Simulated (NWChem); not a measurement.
**CH4BFSe (SMILES CB(F)[SeH]): levels of theory compared**

Wanted: a comparison of 4 runs (HF/STO-3G, HF/3-21G, B3LYP/6-31G*) of CH4BFSe. 

The calculation is run with NWChem 7.3.0.

## 1. Starting point

CH4BFSe has 8 atoms, charge 0, and is taken as a singlet. SMILES: `CB(F)[SeH]`. Geometry: relaxed at PBE0-D4/def2-TZVP. This is one conformer, not always the lowest.

Bond lengths: C1–B2 1.557 Å, B2–F3 1.330 Å, B2–Se4 1.950 Å, C1–H5 1.096 Å, C1–H6 1.089 Å, C1–H7 1.095 Å, Se4–H8 1.466 Å. Angles: C1–B2–F3 119.3°, C1–B2–Se4 126.3°, F3–B2–Se4 114.5°, B2–C1–H5 109.2°, B2–C1–H6 114.6°, B2–C1–H7 109.4°, B2–Se4–H8 94.6°, H5–C1–H6 108.5°, H5–C1–H7 106.2°, H6–C1–H7 108.6°.

## 2. Energy and gradient at HF/STO-3G (run 1)

Contents of run.py:

```python
from ase import Atoms
from ase.calculators.nwchem import NWChem

molecule = Atoms(['C', 'B', 'F', 'Se', 'H', 'H', 'H', 'H'], positions=[
    [0.031600, 0.924800, -0.033200],
    [0.433300, -0.535500, -0.395600],
    [1.392300, -0.742200, -1.294100],
    [-0.342700, -2.163400, 0.345700],
    [-0.308800, 1.440600, -0.937900],
    [-0.746600, 1.005800, 0.724100],
    [0.915800, 1.469900, 0.314200],
    [-1.283000, -1.457200, 1.221200],
])

calc = NWChem(
    label='calc',
    theory='scf',
    memory='2200 mb',
    basis='STO-3G',
    basispar='spherical bse',
    scf={'nopen': '0', 'rhf': None, 'thresh': '1e-08', 'maxiter': '80'},
)
molecule.calc = calc

forces = molecule.get_forces()
e = molecule.get_potential_energy()
print(f"E = {e:.6f} eV")
print("forces (eV/A):")
for s, f in zip(molecule.symbols, forces):
    print(f"{s:2s} {f[0]:10.5f} {f[1]:10.5f} {f[2]:10.5f}")
print("dipole (e A):", molecule.get_dipole_moment().round(4))
```

On the command line:

```sh
$ export ASE_NWCHEM_COMMAND="nwchem PREFIX.nwi > PREFIX.nwo"
$ python run.py
```

The program printed:

```text
E = -69002.478005 eV
forces (eV/A):
C    -0.15694    1.12439    0.10310
B     1.42974   -1.67903   -1.32186
F    -0.98406    0.53371    0.92071
Se   -0.65939    0.88641    0.60981
H     0.04494   -0.16671    0.38618
H     0.23119   -0.00838   -0.21829
H    -0.37615   -0.17561   -0.04350
H     0.47061   -0.51479   -0.43621
dipole (e A): [-0.1154  0.3738  0.1039]
```

The calculator wrote calc.nwi:

```
title "calc"

permanent_dir calc

scratch_dir calc

start calc

geometry units angstrom nocenter noautosym noautoz
  C  3.1600000000000003e-02 9.2479999999999996e-01 -3.3200000000000000e-02
  B  4.3330000000000002e-01 -5.3549999999999998e-01 -3.9560000000000001e-01
  F  1.3923000000000001e+00 -7.4219999999999997e-01 -1.2941000000000000e+00
  Se -3.4270000000000000e-01 -2.1634000000000002e+00 3.4570000000000001e-01
  H  -3.0880000000000002e-01 1.4406000000000001e+00 -9.3789999999999996e-01
  H  -7.4660000000000004e-01 1.0058000000000000e+00 7.2409999999999997e-01
  H  9.1579999999999995e-01 1.4699000000000000e+00 3.1419999999999998e-01
  H  -1.2829999999999999e+00 -1.4572000000000001e+00 1.2212000000000001e+00
end

memory 2200 mb

basis spherical bse noprint
   * library STO-3G
end

scf
  nopen 0
  rhf
  thresh 1e-08
  maxiter 80
end

task scf gradient
```

calc.nwo:

```text
Northwest Computational Chemistry Package (NWChem) 7.3.0
             --------------------------------------------------------

           Job information
           ---------------

    nwchem branch   = 7.3.0
    use scalapack   = T
    input           = calc.nwi
    prefix          = calc.
    data base       = calc/calc.db
    status          = startup
    nproc           =        1

           Memory information
           ------------------

    heap     =     72089596 doubles =      550.0 Mbytes
    stack    =     72089601 doubles =      550.0 Mbytes
    global   =    144179200 doubles =     1100.0 Mbytes (distinct from heap & stack)
    total    =    288358397 doubles =     2200.0 Mbytes
    verify   = yes
    hardfail = no

[... 138 lines left out ...]
 Convergence threshold     :          1.000E-08
[... 12 lines left out ...]
       Final RHF  results
[... 3 lines left out ...]
      One-electron energy =  -4003.553925950928
[... 1 line left out ...]
 Nuclear repulsion energy =    227.566905850818
[... 45 lines left out ...]
                       ROHF Final Molecular Orbital Analysis
[... 194 lines left out ...]
                         RHF ENERGY GRADIENTS

    atom               coordinates                        gradient
                 x          y          z           x          y          z
   1 C       0.059715   1.747619  -0.062739    0.003052  -0.021866  -0.002005
   2 B       0.818818  -1.011948  -0.747576   -0.027804   0.032652   0.025706
   3 F       2.631065  -1.402555  -2.445494    0.019137  -0.010379  -0.017905
[... 4 lines of this table left out ...]
   8 H      -2.424518  -2.753709   2.307733   -0.009152   0.010011   0.008483

                 ----------------------------------------
                 |  Time  |  1-e(secs)   |  2-e(secs)   |
                 ----------------------------------------
                 |  CPU   |       0.00   |       1.21   |
                 ----------------------------------------
                 |  WALL  |       0.00   |       1.21   |
                 ----------------------------------------

 Task  times  cpu:        3.9s     wall:        3.9s
 Total times  cpu:        3.9s     wall:        3.9s
```

Run time: 5.1 s. Hardware: 1 thread of Intel Xeon Platinum 8488C (Sapphire Rapids), shared host; peak memory 0.1 GiB.

## 3. Energy and forces at HF/3-21G (run 2)

Contents of run.py:

```python
from ase import Atoms
from ase.calculators.nwchem import NWChem

system = Atoms(['C', 'B', 'F', 'Se', 'H', 'H', 'H', 'H'], positions=[
    [0.031600, 0.924800, -0.033200],
    [0.433300, -0.535500, -0.395600],
    [1.392300, -0.742200, -1.294100],
    [-0.342700, -2.163400, 0.345700],
    [-0.308800, 1.440600, -0.937900],
    [-0.746600, 1.005800, 0.724100],
    [0.915800, 1.469900, 0.314200],
    [-1.283000, -1.457200, 1.221200],
])

calc = NWChem(
    label='ch4bfse',
    theory='scf',
    memory='2200 mb',
    basis='3-21G',
    basispar='spherical bse',
    scf={'nopen': '0', 'rhf': None, 'thresh': '1e-08', 'maxiter': '80', 'print': 'low'},
)
system.calc = calc

forces = system.get_forces()
e = system.get_potential_energy()
print(f"E = {e:.6f} eV")
print("forces (eV/A):")
for s, f in zip(system.symbols, forces):
    print(f"{s:2s} {f[0]:10.5f} {f[1]:10.5f} {f[2]:10.5f}")
```

On the command line:

```sh
$ export ASE_NWCHEM_COMMAND="nwchem PREFIX.nwi > PREFIX.nwo"
$ python run.py
```

The program printed:

```text
E = -69443.364685 eV
forces (eV/A):
C    -0.09050    0.20255    0.07307
B    -0.57017    0.37996    0.53757
F     0.97393   -0.15180   -0.91367
Se   -0.26061   -0.22147    0.24518
H     0.03790   -0.06181    0.20224
H     0.18497    0.05656   -0.17859
H    -0.20003   -0.07045   -0.03852
H    -0.07549   -0.13354    0.07271
```

The calculator wrote ch4bfse.nwi:

```
title "ch4bfse"

permanent_dir ch4bfse

scratch_dir ch4bfse

start ch4bfse

geometry units angstrom nocenter noautosym noautoz
  C  3.1600000000000003e-02 9.2479999999999996e-01 -3.3200000000000000e-02
  B  4.3330000000000002e-01 -5.3549999999999998e-01 -3.9560000000000001e-01
  F  1.3923000000000001e+00 -7.4219999999999997e-01 -1.2941000000000000e+00
  Se -3.4270000000000000e-01 -2.1634000000000002e+00 3.4570000000000001e-01
  H  -3.0880000000000002e-01 1.4406000000000001e+00 -9.3789999999999996e-01
  H  -7.4660000000000004e-01 1.0058000000000000e+00 7.2409999999999997e-01
  H  9.1579999999999995e-01 1.4699000000000000e+00 3.1419999999999998e-01
  H  -1.2829999999999999e+00 -1.4572000000000001e+00 1.2212000000000001e+00
end

memory 2200 mb

basis spherical bse noprint
   * library 3-21G
end

scf
  nopen 0
  rhf
  thresh 1e-08
  maxiter 80
  print low
end

task scf gradient
```

ch4bfse.nwo:

```text
Northwest Computational Chemistry Package (NWChem) 7.3.0
             --------------------------------------------------------

           Job information
           ---------------

    nwchem branch   = 7.3.0
    use scalapack   = T
    input           = ch4bfse.nwi
    prefix          = ch4bfse.
    data base       = ch4bfse/ch4bfse.db
    status          = startup
    nproc           =        1

           Memory information
           ------------------

    heap     =     72089596 doubles =      550.0 Mbytes
    stack    =     72089601 doubles =      550.0 Mbytes
    global   =    144179200 doubles =     1100.0 Mbytes (distinct from heap & stack)
    total    =    288358397 doubles =     2200.0 Mbytes
    verify   = yes
    hardfail = no

[... 39 lines left out ...]
            Nuclear Dipole moment (a.u.)
[... 71 lines left out ...]
       Final RHF  results
       ------------------

         Total SCF energy =  -2551.996602537780
      One-electron energy =  -4009.497534478219
      Two-electron energy =   1229.934026089621
 Nuclear repulsion energy =    227.566905850818

        Time for solution =      3.2s

                              NWChem Gradients Module
                              -----------------------

                         RHF ENERGY GRADIENTS

    atom               coordinates                        gradient
                 x          y          z           x          y          z
   1 C       0.059715   1.747619  -0.062739    0.001760  -0.003939  -0.001421
   2 B       0.818818  -1.011948  -0.747576    0.011088  -0.007389  -0.010454
   3 F       2.631065  -1.402555  -2.445494   -0.018940   0.002952   0.017768
[... 4 lines of this table left out ...]
   8 H      -2.424518  -2.753709   2.307733    0.001468   0.002597  -0.001414

 Task  times  cpu:        4.7s     wall:        4.7s
 Total times  cpu:        4.8s     wall:        4.8s
```

Wall time 6 s (1 thread of Intel Xeon Platinum 8488C (Sapphire Rapids), shared host); peak memory 0.1 GiB.

## 4. Energy and gradient at B3LYP/6-31G(d) (spherical functions) (run 3)

Contents of ch4bfse.nw:

```
start ch4bfse
title "CH4BFSe gradient"
memory stack 880 mb heap 220 mb global 1100 mb

geometry noautosym nocenter noautoz
 C        0.031600       0.924800      -0.033200
 B        0.433300      -0.535500      -0.395600
 F        1.392300      -0.742200      -1.294100
 Se      -0.342700      -2.163400       0.345700
 H       -0.308800       1.440600      -0.937900
 H       -0.746600       1.005800       0.724100
 H        0.915800       1.469900       0.314200
 H       -1.283000      -1.457200       1.221200
end

basis spherical bse
 * library 6-31G*
end

dft
 xc b3lyp
 grid xfine
 convergence energy 1e-08
 maxiter 100
 mulliken
end

task dft gradient
```

On the command line:

```sh
$ nwchem ch4bfse.nw > ch4bfse.out
```

The program printed:

```text
[...]
          Wavefunction type:  closed shell.
          No. of atoms     :     8
          No. of electrons :    58
[...]
          Charge           :     0
          Spin multiplicity:     1
[...]
          AO basis - number of functions:    82
[...]
              XC Information
              --------------
                         B3LYP Method XC Potential
                     Hartree-Fock (Exact) Exchange  0.200
                        Slater Exchange Functional  0.800 local
                    Becke 1988 Exchange Functional  0.720 non-local
              Lee-Yang-Parr Correlation Functional  0.810
                  VWN I RPA Correlation Functional  0.190 local
[...]
 d= 0,ls=0.0,diis     1  -2566.5075688702 -2.79D+03  1.32D-02  5.96D-01     3.8
[...]
 d= 0,ls=0.0,diis    10  -2566.5833727386 -8.11D-10  1.90D-07  7.68D-10    30.6
         Total DFT energy =    -2566.583372738598
      One electron energy =    -4022.616344170127
           Coulomb energy =     1337.168102756918
    Exchange-Corr. energy =     -108.702037176208
 Nuclear repulsion energy =      227.566905850819
[...]
      Total Density - Mulliken Population Analysis
     ---------------------------------------------
    Atom       Charge   Shell Charges
 -----------   ------   -------------------------------------------------------
    1 C    6     6.61   2.00  0.66  2.16  0.65  1.12  0.03
    2 B    5     4.49   2.00  0.55  1.33  0.26  0.25  0.10
    3 F    9     9.25   2.00  0.93  3.33  0.99  1.98  0.01
    4 Se  34    34.25   2.00  2.00  6.00  2.00  5.99  1.59  3.26  0.31  1.04  6.92  2.93  0.22
    5 H    1     0.83   0.52  0.31
    6 H    1     0.84   0.52  0.32
    7 H    1     0.83   0.52  0.31
    8 H    1     0.90   0.48  0.42
[...]
  wavefunction    = closed shell
                         DFT ENERGY GRADIENTS
    atom               coordinates                        gradient
                 x          y          z           x          y          z
   1 C       0.059715   1.747619  -0.062739    0.000648  -0.001329  -0.000420
   2 B       0.818818  -1.011948  -0.747576   -0.001340  -0.001023   0.001173
   3 F       2.631065  -1.402555  -2.445494   -0.003598   0.001000   0.003385
   4 Se     -0.647609  -4.088233   0.653278   -0.000791   0.007418   0.000705
   5 H      -0.583547   2.722339  -1.772374    0.000883  -0.001465   0.001492
   6 H      -1.410869   1.900686   1.368351    0.001745  -0.001130  -0.001703
   7 H       1.730611   2.777708   0.593752   -0.001494  -0.001515  -0.000930
   8 H      -2.424518  -2.753709   2.307733    0.003946  -0.001955  -0.003703
[...]
```

It took 43 s on 1 thread of Intel Xeon Platinum 8488C (Sapphire Rapids), shared host; peak memory 0.14 GiB.

## 5. Energy and forces at B3LYP/6-31G(d) (Cartesian functions) (run 4)

Contents of run.nw:

```
start run
memory stack 880 mb heap 220 mb global 1100 mb
charge 0

geometry noautosym nocenter noautoz
C     0.031600    0.924800   -0.033200
B     0.433300   -0.535500   -0.395600
F     1.392300   -0.742200   -1.294100
Se   -0.342700   -2.163400    0.345700
H    -0.308800    1.440600   -0.937900
H    -0.746600    1.005800    0.724100
H     0.915800    1.469900    0.314200
H    -1.283000   -1.457200    1.221200
end

basis "ao basis" cartesian
C library 6-31G*
B library 6-31G*
F library 6-31G*
Se library 6-31G*
H library 6-31G*
end

dft
xc b3lyp
grid xfine
convergence energy 1e-08
maxiter 100
mulliken
print medium
end

task dft gradient
```

On the command line:

```sh
$ nwchem run.nw > run.out
```

The program printed:

```text
[...]
          Wavefunction type:  closed shell.
          No. of atoms     :     8
          No. of electrons :    58
[...]
          Charge           :     0
          Spin multiplicity:     1
[...]
          AO basis - number of functions:    88
[...]
              XC Information
              --------------
                         B3LYP Method XC Potential
                     Hartree-Fock (Exact) Exchange  0.200
                        Slater Exchange Functional  0.800 local
                    Becke 1988 Exchange Functional  0.720 non-local
              Lee-Yang-Parr Correlation Functional  0.810
                  VWN I RPA Correlation Functional  0.190 local
[...]
 d= 0,ls=0.0,diis     1  -2566.5137607947 -2.79D+03  1.33D-02  1.70D+00     3.8
[...]
 d= 0,ls=0.0,diis    10  -2566.5929452880 -2.68D-09  2.66D-07  1.63D-09    32.2
         Total DFT energy =    -2566.592945287963
      One electron energy =    -4022.503561860748
           Coulomb energy =     1336.987236532203
    Exchange-Corr. energy =     -108.643525810237
 Nuclear repulsion energy =      227.566905850819
[...]
      Total Density - Mulliken Population Analysis
     ---------------------------------------------
    Atom       Charge   Shell Charges
 -----------   ------   -------------------------------------------------------
    1 C    6     6.61   1.99  0.67  2.16  0.66  1.11  0.02
    2 B    5     4.53   1.99  0.56  1.34  0.27  0.27  0.10
    3 F    9     9.22   1.99  0.96  3.33  0.89  1.97  0.07
    4 Se  34    34.25   2.00  1.99  6.00  1.93  5.99  1.56  3.26  0.35  1.04  6.99  2.96  0.20
    5 H    1     0.83   0.52  0.31
    6 H    1     0.84   0.52  0.32
    7 H    1     0.83   0.52  0.31
    8 H    1     0.90   0.48  0.42
[...]
  wavefunction    = closed shell
                         DFT ENERGY GRADIENTS
    atom               coordinates                        gradient
                 x          y          z           x          y          z
   1 C       0.059715   1.747619  -0.062739    0.000538  -0.001415  -0.000311
   2 B       0.818818  -1.011948  -0.747576   -0.001504  -0.001199   0.001324
   3 F       2.631065  -1.402555  -2.445494   -0.003323   0.000924   0.003129
   4 Se     -0.647609  -4.088233   0.653278   -0.000850   0.007725   0.000758
   5 H      -0.583547   2.722339  -1.772374    0.000876  -0.001422   0.001435
   6 H      -1.410869   1.900686   1.368351    0.001693  -0.001081  -0.001654
   7 H       1.730611   2.777708   0.593752   -0.001438  -0.001469  -0.000922
   8 H      -2.424518  -2.753709   2.307733    0.004008  -0.002063  -0.003759
[...]
```

It took 45 s on 1 thread of Intel Xeon Platinum 8488C (Sapphire Rapids), shared host; peak memory 0.14 GiB.

## 6. Overview of the runs

```
run                               level  iteration cap  module   energy (Eh)  dipole moment (D)  HOMO energy (eV)  LUMO energy (eV)  wall time
  1                           HF/STO-3G             80     scf  -2535.794316               1.94             -7.62              7.57      5.1 s
  2                            HF/3-21G             80     scf  -2551.996603                  –                 –                 –        6 s
  3  B3LYP/6-31G* (spherical functions)            100     dft  -2566.583373               1.84             -7.05             -0.16       43 s
  4  B3LYP/6-31G* (Cartesian functions)            100     dft  -2566.592945               1.84             -7.05             -0.17       45 s
```

## 7. Summary of results

| quantity | value |
| --- | --- |
| run 4: total energy | -2566.59295 Eh |
| run 4: dipole moment | 1.84 D |
| run 4: HOMO energy | -7.05 eV |
| run 4: LUMO energy | -0.17 eV |
| run 4: HOMO–LUMO gap | 6.88 eV |
| run 4: largest force on an atom | 0.402 eV/Å |

**Reading.** Over runs 1, 3, 4 the dipole moment (its size) runs from 1.84 D (B3LYP/6-31G*) to 1.94 D (HF/STO-3G). The two ends differ in method and basis. Over runs 1, 3, 4 the HOMO–LUMO gap runs from 6.88 eV (B3LYP/6-31G*) to 15.19 eV (HF/STO-3G). In run 1 the basis is minimal, so the values are rough. All runs together took 99 s, the longest 45 s.
